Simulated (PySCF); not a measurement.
# C7H10Si: the cost of one run

Programs: PySCF 2.14.0, with routines of our own; each step states its level. All values are computed. Atoms count from 0.

## (1) The starting structure

18 atoms, charge 0, multiplicity 1; geometry from: GFN2-xTB.

## (2) Relaxing the molecule at PBE0-D3(BJ)/def2-SVP

The job: settings as JSON, then the geometry in Å.

```
{"job": {"xc": "PBE0", "basis": "def2-SVP", "d3": "d3bj", "grid": 2, "kind": "geom"}, "charge": 0, "multiplicity": 1}
C      4.103444     0.379444    -0.931092
C      3.155088     0.459758     0.225234
C      1.869567     0.242184     0.139698
C      0.620694     0.032650     0.041828
C     -0.624720    -0.204388    -0.038337
C     -1.918988    -0.365197    -0.141489
C     -2.572842    -1.704979     0.049317
Si    -3.039046     1.104644    -0.536796
H      3.575175     0.144730    -1.851918
H      4.625002     1.329387    -1.053360
H      4.853960    -0.390553    -0.747650
H      3.592717     0.718057     1.182622
H     -3.168890    -1.959046    -0.826911
H     -1.835100    -2.488359     0.213593
H     -3.244648    -1.670944     0.907259
H     -4.036887     1.235344     0.531182
H     -3.737479     0.830593    -1.798420
H     -2.225808     2.312992    -0.641174
```

On the command line:

```
$ OMP_NUM_THREADS=1 python excited_run.py task.json out
```

One launch serves the whole session: the jobs run in the order shown.

Q: Estimate the wall time and peak memory of this first job on 1 thread of Intel Xeon Platinum 8259CL at 2.50GHz, shared host.

About 1.7 min, with a peak of 0.78 GiB.
